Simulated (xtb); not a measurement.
# GFN1-xTB (GBSA ch2cl2, surface grid extreme) run of CH8AlNSi (SMILES C[N]([AlH2])[SiH3])

Aim: a geometry optimisation of CH8AlNSi. 

The calculation is run with xtb 6.7.1 later snapshot.

2 further runs of the same task are left out: 2 set aside as unsound or not needed.

**1. The molecule**

The species is CH8AlNSi (12 atoms), meant as a singlet with charge 0. As SMILES, `C[N]([AlH2])[SiH3]`. Geometry: optimised at GFN1-xTB. The run starts from this shape.

Bond lengths: C1–N2 1.499 Å, N2–Al3 1.851 Å, N2–Si4 1.724 Å, C1–H5 1.095 Å, C1–H6 1.100 Å, C1–H7 1.095 Å, Al3–H8 1.533 Å, Al3–H9 1.538 Å, Si4–H10 1.458 Å, Si4–H11 1.459 Å, Si4–H12 1.459 Å. Some angles: C1–N2–Al3 115.9°, C1–N2–Si4 118.5°, Al3–N2–Si4 125.6°, N2–C1–H5 111.0°, N2–C1–H6 110.3°, N2–C1–H7 111.0°, N2–Al3–H8 117.7°, N2–Al3–H9 116.1°, N2–Si4–H10 111.6°, N2–Si4–H11 111.8°.

**2. A structure relaxation at GFN1-xTB (GBSA ch2cl2, surface grid extreme)**

File detailed.inp:

```
$gbsa
   gbsagrid=extreme
$end
```

File geom.xyz:

```xyz
12
start
C     -0.84050600     1.20706500    -0.25791300
N     -0.01228600     0.00651900     0.08926300
Al     0.09419300    -0.40960200     1.89023400
Si     0.74839900    -0.86513000    -1.18888600
H     -1.65072800     0.94019500    -0.94423100
H     -1.29031300     1.63528400     0.65012600
H     -0.22852500     1.98204100    -0.73086500
H      0.94433600    -1.61992700     2.29419100
H     -0.68856100     0.50773900     2.84467800
H     -0.22717000    -1.38778300    -2.13877000
H      1.67777300    -0.02611400    -1.93698800
H      1.47338700    -1.97030700    -0.57084800
```

On the command line:

```
xtb geom.xyz --gbsa ch2cl2 -I detailed.inp --gfn 1 -o --parallel 1 > geom.out 2> xtb.err
```

What values should one expect? Wanted: total energy at the end; dipole moment; HOMO energy; LUMO energy; HOMO–LUMO gap; dispersion energy; solvent term in the energy.

Computed results:

At GFN1-xTB (GBSA ch2cl2, surface grid extreme):

```
                  quantity          value
   total energy at the end   -12.79746 Eh
             dipole moment         1.99 D
               HOMO energy      -10.63 eV
               LUMO energy       -5.80 eV
             HOMO–LUMO gap        4.82 eV
         dispersion energy  -10.55 kJ/mol
solvent term in the energy   -22.3 kJ/mol
```

What this shows: At the final geometry: Bond lengths: C1–N2 1.502 Å, N2–Al3 1.861 Å, N2–Si4 1.724 Å, C1–H5 1.095 Å, C1–H6 1.100 Å, C1–H7 1.095 Å, Al3–H8 1.534 Å, Al3–H9 1.532 Å, Si4–H10 1.460 Å, Si4–H11 1.460 Å, Si4–H12 1.460 Å. Some angles: C1–N2–Al3 115.6°, C1–N2–Si4 118.0°, Al3–N2–Si4 126.4°, N2–C1–H5 111.1°, N2–C1–H6 110.2°, N2–C1–H7 111.0°, N2–Al3–H8 117.1°, N2–Al3–H9 116.0°, N2–Si4–H10 111.8°, N2–Si4–H11 111.8°. The optimisation took 5 steps and changed the energy by -0.001 eV.
